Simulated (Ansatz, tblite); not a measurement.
# Ga9As9 zinc blende off disc (Ga9As9H28): a ladder of methods and basis sets

How do method and basis change the picture of Ga9As9 zinc blende off disc (Ga9As9H28) (singlet)?

Program: Ansatz 0.2.0, Gaussian basis. Level of theory: as each input shows. These are calculated values, not measurements.

Levels to be run: GFN1-xTB, GFN2-xTB, PBE-D4/def2-TZVP, r2SCAN-D4/def2-TZVP, BLYP-D4/def2-TZVP, PBE-D4/def2-SVP, PBE0-D4/def2-SVP, HF/6-31G, B3LYP-D4/6-31G, MP2/def2-TZVP.

1 further run of the same task is left out (set aside as unsound or not needed). Runs told in other sessions of the task aren't counted.

## Step 1: The relaxed structure

The geometry is that of the singlet, from an earlier relaxation (PBE-D4/def2-SVP).

46 atoms, charge 0, spin multiplicity 1.

Bond lengths: Ga1–As11 2.570 Å, Ga1–As12 2.476 Å, Ga1–H19 1.577 Å, Ga1–H20 1.585 Å, Ga2–As10 2.514 Å, Ga2–As14 2.520 Å, Ga2–H21 1.579 Å, Ga2–H22 1.571 Å, Ga3–As13 2.528 Å, Ga3–As14 2.513 Å, Ga3–As15 2.437 Å, Ga3–H23 1.575 Å, Ga4–As10 2.500 Å, Ga4–As11 2.467 Å, Ga4–As13 2.500 Å, Ga4–As18 2.408 Å, Ga5–As12 2.508 Å, Ga5–As18 2.530 Å and more. Angles: As11–Ga1–As12 95.1°, As11–Ga1–H19 105.9°, As11–Ga1–H20 98.3°, As12–Ga1–H19 114.1°, As12–Ga1–H20 112.8°, H19–Ga1–H20 124.1°, As10–Ga2–As14 101.7°, As10–Ga2–H21 103.8°, As10–Ga2–H22 109.4°, As14–Ga2–H21 103.1°, As14–Ga2–H22 109.2°, H21–Ga2–H22 126.8°, As13–Ga3–As14 98.1°, As13–Ga3–As15 97.8°, As13–Ga3–H23 110.9°, As14–Ga3–As15 108.2°, As14–Ga3–H23 111.6°, As15–Ga3–H23 125.9° and more.

PBE0-D4/def2-TZVP was run before; its log isn't repeated, and its numbers join the tables.

## Step 2: GFN1-xTB

Tight binding, by tblite at 300 K electronic temperature and without a spin-polarisation term:

```python
tblite.interface.Calculator('GFN1-xTB', numbers, positions, charge=0, uhf=0).singlepoint()
```

Energy -1323.2878 eV, HOMO -10.54 eV, LUMO -6.94 eV; 0.34 s.

## Step 3: GFN2-xTB

Tight binding, by tblite at 300 K electronic temperature and without a spin-polarisation term:

```python
tblite.interface.Calculator('GFN2-xTB', numbers, positions, charge=0, uhf=0).singlepoint()
```

Energy -1259.6014 eV, HOMO -10.58 eV, LUMO -6.98 eV; 0.43 s.

## Step 4: PBE-D4/def2-TZVP

start.molden holds the orbitals of an earlier run on this state, given as this run's starting guess.

in.yaml reads:

```yaml
crystal:
  periodic: [false, false, false]
  atoms:
    - {symbol: Ga, position_ang: [-4.226971, 2.047642, -0.443232]}
    - {symbol: Ga, position_ang: [-2.043462, -4.231574, 1.668820]}
    - {symbol: Ga, position_ang: [1.988473, -3.719699, -0.302832]}
    - {symbol: Ga, position_ang: [-0.837352, -0.440770, -0.364632]}
    - {symbol: Ga, position_ang: [-1.055613, 2.269262, 2.441454]}
    - {symbol: Ga, position_ang: [1.731639, -0.771509, 2.350472]}
    - {symbol: Ga, position_ang: [2.004660, 2.451474, -0.298444]}
    - {symbol: Ga, position_ang: [-1.539535, 5.158335, -0.716931]}
    - {symbol: Ga, position_ang: [4.667216, -0.982663, -1.182770]}
    - {symbol: As, position_ang: [-2.195910, -1.753710, 1.271925]}
    - {symbol: As, position_ang: [-2.533295, 0.653858, -1.783051]}
    - {symbol: As, position_ang: [-2.517405, 3.392487, 0.740248]}
    - {symbol: As, position_ang: [0.312681, -2.308714, -1.563937]}
    - {symbol: As, position_ang: [0.434946, -4.630692, 1.449276]}
    - {symbol: As, position_ang: [3.272505, -1.902654, 0.690338]}
    - {symbol: As, position_ang: [0.442635, 3.836578, -1.647626]}
    - {symbol: As, position_ang: [3.165849, 0.930868, -1.897162]}
    - {symbol: As, position_ang: [0.563544, 0.964675, 0.999776]}
    - {symbol: H, position_ang: [-5.059717, 2.857520, -1.510071]}
    - {symbol: H, position_ang: [-4.822387, 0.884129, 0.453708]}
    - {symbol: H, position_ang: [-2.627109, -4.861893, 0.343398]}
    - {symbol: H, position_ang: [-2.490944, -4.552690, 3.139989]}
    - {symbol: H, position_ang: [2.563780, -4.864010, -1.219065]}
    - {symbol: H, position_ang: [-1.923797, 1.187502, 3.215193]}
    - {symbol: H, position_ang: [-0.185540, 3.368032, 3.170492]}
    - {symbol: H, position_ang: [0.611227, -1.884810, 2.611773]}
    - {symbol: H, position_ang: [2.594711, -0.151159, 3.512906]}
    - {symbol: H, position_ang: [3.040024, 3.306986, 0.520940]}
    - {symbol: H, position_ang: [-2.445780, 5.444077, -1.979574]}
    - {symbol: H, position_ang: [-0.814676, 6.264723, 0.145145]}
    - {symbol: H, position_ang: [4.663412, -2.023574, -2.372614]}
    - {symbol: H, position_ang: [5.942494, -0.264059, -0.597644]}
    - {symbol: H, position_ang: [-3.649375, -1.465609, 0.902309]}
    - {symbol: H, position_ang: [-2.136537, -0.915437, 2.541724]}
    - {symbol: H, position_ang: [-3.121764, -0.461917, -2.644908]}
    - {symbol: H, position_ang: [-1.760564, 1.363539, -2.890734]}
    - {symbol: H, position_ang: [-3.436880, 4.248745, 1.615103]}
    - {symbol: H, position_ang: [-0.762542, -3.152009, -2.244477]}
    - {symbol: H, position_ang: [0.965397, -1.756947, -2.826271]}
    - {symbol: H, position_ang: [0.553840, -6.146771, 1.300902]}
    - {symbol: H, position_ang: [1.139964, -4.507396, 2.790116]}
    - {symbol: H, position_ang: [4.281865, -2.712341, 1.506344]}
    - {symbol: H, position_ang: [-0.009386, 2.900626, -2.767744]}
    - {symbol: H, position_ang: [1.311076, 4.733731, -2.528095]}
    - {symbol: H, position_ang: [2.069907, 0.419694, -2.830643]}
    - {symbol: H, position_ang: [3.904196, 1.762325, -2.944593]}
basis:
  gaussian: {orbitals: def2-TZVP, fitting: {mean_field: def2-universal-jkfit}, initial_orbitals: start.molden}
hamiltonian: {xc: pbe, dispersion: d4}
scf: {omitted_lower_state_checks: [starts]}
output: {orbitals: {seedname: orbitals}}
```

The run is started by

```bash
> ansatz run in.yaml --threads 11 --pin off --events-out ev --progress --plain --max-ram 174080MiB --backend cuda --devices 0, --max-vram 75GiB
```

Further steps of the session: r2SCAN-D4/def2-TZVP; BLYP-D4/def2-TZVP; PBE-D4/def2-SVP; PBE0-D4/def2-SVP; HF/6-31G; B3LYP-D4/6-31G; MP2/def2-TZVP.

Before running them: what should the planned runs give, taken together? Wanted: gap in def2-TZVP, named functionals, smallest and largest; correlation energy, MP2/def2-TZVP; binding an atom, functionals in def2-TZVP; PBE0 total energy, smallest basis above largest.

The runs gave:

| quantity | value |
| --- | --- |
| gap in def2-TZVP, named functionals, smallest and largest | 3.54 eV (BLYP-D4), 5.26 eV (PBE0-D4) |
| correlation energy, MP2/def2-TZVP | -125.35 eV |
| binding an atom, functionals in def2-TZVP | 2.53 (BLYP-D4) to 2.57 eV (r2SCAN-D4) |
| PBE0 total energy, smallest basis above largest | 128.04 eV (def2-SVP, def2-TZVP) |

Orbital gaps of the named functionals in def2-TZVP span 3.54 eV (BLYP-D4) to 5.26 eV (PBE0-D4); exact exchange widens it.
